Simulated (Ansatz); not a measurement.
# CH4ClO2Sb: how energies converge with the basis set

One table from this session's results is given with a row withheld; the runs are named, their logs left out.

Computed with Ansatz 0.2.0, Gaussian basis. Level: one geometry, several basis sets.

The runs, in order: PBE0-D4/def2-SVP; ωB97M-V/def2-SVP; PBE0-D4/def2-QZVPP; ωB97M-V/def2-QZVPP; the functionals' def2-TZVPP values are taken from earlier runs.

## The geometry

An earlier PBE0-D4 in a triple-zeta def2 set relaxation fixed the geometry. Sb takes the def2 core potential; no spin-orbit term is included.

SMILES `OC(Cl)[O][SbH2]`, 9 atoms, charge 0, spin multiplicity 1.

Atoms are counted from 1 here; the program's logs count them from 0.

Bond lengths: O1–C2 1.381 Å, O1–H6 0.965 Å, C2–Cl3 1.811 Å, C2–O4 1.358 Å, C2–H7 1.094 Å, O4–Sb5 2.005 Å, Sb5–H8 1.717 Å, Sb5–H9 1.714 Å. Angles: C2–O1–H6 108.0°, O1–C2–Cl3 110.4°, O1–C2–O4 113.8°, O1–C2–H7 106.3°, Cl3–C2–O4 107.0°, Cl3–C2–H7 105.6°, O4–C2–H7 113.5°, C2–O4–Sb5 115.7°, O4–Sb5–H8 94.4°, O4–Sb5–H9 90.9°, H8–Sb5–H9 91.0°.

Coordinates:

```xyz
9

O    -0.6568    1.4455    0.3105
C     0.2178    0.4740    0.7551
Cl    0.3299    0.5049    2.5619
O    -0.1395   -0.7872    0.4015
Sb   -0.5450   -1.0623   -1.5427
H    -1.5070    1.3022    0.7451
H     1.2091    0.7641    0.3943
H     0.8181   -0.1711   -2.0881
H     0.3619   -2.5162   -1.5547
```

The first run:

File in.yaml:

```yaml
crystal:
  periodic: [false, false, false]
  atoms:
    - {symbol: O, position_ang: [-0.656843, 1.445468, 0.310478]}
    - {symbol: C, position_ang: [0.217845, 0.473993, 0.755088]}
    - {symbol: Cl, position_ang: [0.329949, 0.504935, 2.561884]}
    - {symbol: O, position_ang: [-0.139543, -0.787248, 0.401469]}
    - {symbol: Sb, position_ang: [-0.544955, -1.062265, -1.542676]}
    - {symbol: H, position_ang: [-1.506957, 1.302151, 0.745054]}
    - {symbol: H, position_ang: [1.209119, 0.764148, 0.394331]}
    - {symbol: H, position_ang: [0.818050, -0.171100, -2.088146]}
    - {symbol: H, position_ang: [0.361933, -2.516183, -1.554685]}
basis:
  gaussian: {orbitals: def2-SVP}
hamiltonian: {xc: pbe0, dispersion: d4}
output: {orbitals: {seedname: orbitals}}
```

Launch:

```bash
$ ansatz run in.yaml --threads 4 --pin off --events-out ev --progress --plain --max-ram 10444MiB
```

Among the steps run: PBE0-D4 in def2-SVP; ωB97M-V in def2-SVP; PBE0-D4 in def2-QZVPP; ωB97M-V in def2-QZVPP.

One table of the session follows, with a row left open; its other results are not shown here.

It belongs to the step «Functionals by basis». 

| functional | basis | HOMO (eV) |
| --- | --- | --- |
| PBE0-D4 | def2-SVP | -7.56 |
| PBE0-D4 | def2-TZVPP | -7.69 |
| PBE0-D4 | def2-QZVPP | -7.73 |
| ωB97M-V | def2-SVP | -9.68 |
| ωB97M-V | def2-TZVPP | ? |
| ωB97M-V | def2-QZVPP | -9.88 |

Estimate the missing values for ωB97M-V, def2-TZVPP.

The run gave: HOMO (eV): -9.84. In the column «HOMO (eV)» it lies between ωB97M-V, def2-QZVPP (-9.88) and ωB97M-V, def2-SVP (-9.68).
